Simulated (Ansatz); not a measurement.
**C₃H₈OSi: a ladder of functionals and wavefunction methods**

Aim: compute C₃H₈OSi with functionals from several rungs and with coupled cluster, and see how far each lands from CCSD(T) at the basis-set limit for the atomisation energy.

The runs use Ansatz 0.2.0, Gaussian basis; functionals in def2-TZVPP, the program's frozen cores in correlated methods.

Levels to be run: PBE-D4, r2SCAN-D4, PBE0-D4, B3LYP-D4, ωB97X-V, ωB97M-V, B2PLYP; CCSD(T)/def2-TZVPP; MP2/def2-QZVPP; extrapolation to the limit.

### 1 The geometry

All runs share one geometry, relaxed beforehand with PBE0-D4 in a triple-zeta def2 set.

13 atoms, charge 0, spin multiplicity 1.

Atoms are counted from 1 here; the program's logs count them from 0.

Bond lengths: C1–C2 1.505 Å, C1–H6 1.093 Å, C1–H7 1.092 Å, C1–H8 1.094 Å, C2–O3 1.451 Å, C2–Si5 1.899 Å, C2–H9 1.100 Å, O3–C4 1.442 Å, C4–Si5 1.890 Å, C4–H10 1.092 Å, C4–H11 1.097 Å, Si5–H12 1.490 Å, Si5–H13 1.489 Å. Angles: C2–C1–H6 110.3°, C2–C1–H7 111.4°, C2–C1–H8 110.6°, H6–C1–H7 108.4°, H6–C1–H8 108.0°, H7–C1–H8 108.1°, C1–C2–O3 111.0°, C1–C2–Si5 122.7°, C1–C2–H9 110.0°, O3–C2–Si5 89.0°, O3–C2–H9 109.2°, Si5–C2–H9 112.6°, C2–O3–C4 104.0°, O3–C4–Si5 89.7°, O3–C4–H10 110.4°, O3–C4–H11 111.3°, Si5–C4–H10 119.8°, Si5–C4–H11 115.5° and more.

### 2 PBE-D4 (GGA)

in.yaml

```yaml
crystal:
  periodic: [false, false, false]
  atoms:
    - {symbol: C, position_ang: [-1.592281, 0.840288, 0.397831]}
    - {symbol: C, position_ang: [-0.491392, -0.184780, 0.453015]}
    - {symbol: O, position_ang: [-0.413706, -0.931990, -0.788559]}
    - {symbol: C, position_ang: [1.001759, -1.087953, -1.013862]}
    - {symbol: Si, position_ang: [1.342640, 0.268490, 0.257417]}
    - {symbol: H, position_ang: [-1.661654, 1.372704, 1.350149]}
    - {symbol: H, position_ang: [-1.416701, 1.571402, -0.394350]}
    - {symbol: H, position_ang: [-2.556032, 0.358992, 0.208344]}
    - {symbol: H, position_ang: [-0.668065, -0.882371, 1.284431]}
    - {symbol: H, position_ang: [1.240450, -0.918424, -2.065788]}
    - {symbol: H, position_ang: [1.341332, -2.092701, -0.734401]}
    - {symbol: H, position_ang: [2.305174, 0.027861, 1.368781]}
    - {symbol: H, position_ang: [1.588775, 1.623686, -0.308210]}
basis:
  gaussian: {orbitals: def2-TZVPP}
hamiltonian: {xc: pbe, dispersion: d4}
output: {forces: true, orbitals: {seedname: orbitals}}
```

Launch:

```bash
$ ansatz run in.yaml --threads 4 --pin off --events-out ev --progress --plain --max-ram 10444MiB
```

Further steps of the session: r2SCAN-D4 (meta-GGA); PBE0-D4 (hybrid); B3LYP-D4 (hybrid); ωB97X-V (range-separated); ωB97M-V (range-separated); B2PLYP (double hybrid); CCSD(T) in def2-TZVPP; MP2 in def2-QZVPP.

**Question.** What will the summary of the whole plan be? Wanted: atomisation energy, CCSD(T)/CBS; farthest; mean size of error, hybrid; mean size of error, range-separated; gap, smallest and largest; T1 diagnostic; triples share of the correlation energy.

**Answer**, as computed:

| quantity | value |
| --- | --- |
| atomisation energy, CCSD(T)/CBS | 4854.0 kJ/mol |
| functionals within 24.3 kJ/mol (0.5 %) | r2SCAN-D4, PBE0-D4, B3LYP-D4, ωB97X-V, ωB97M-V |
| farthest | PBE-D4 (+92.7 kJ/mol) |
| mean size of error, hybrid | 10.3 kJ/mol |
| mean size of error, range-separated | 19.2 kJ/mol |
| gap, smallest and largest | 4.73 eV (PBE-D4), 11.38 eV (ωB97X-V) |
| T1 diagnostic | 0.0116 |
| triples share of the correlation energy | 3.9 % |

In words: PBE-D4 misses by +92.7 kJ/mol. Double hybrids carry the basis error of their MP2 part in triple zeta, and no dispersion term here, so their miss is partly the set-up's. Misses under about 24.3 kJ/mol are within the doubt on the reference itself, which lacks core-valence correlation, relativity and higher excitations. Hartree-Fock recovers 73 % of the binding; the rest is correlation. The gap grows from 4.7 to 11.4 eV across the functionals, mostly with the share of exact exchange.
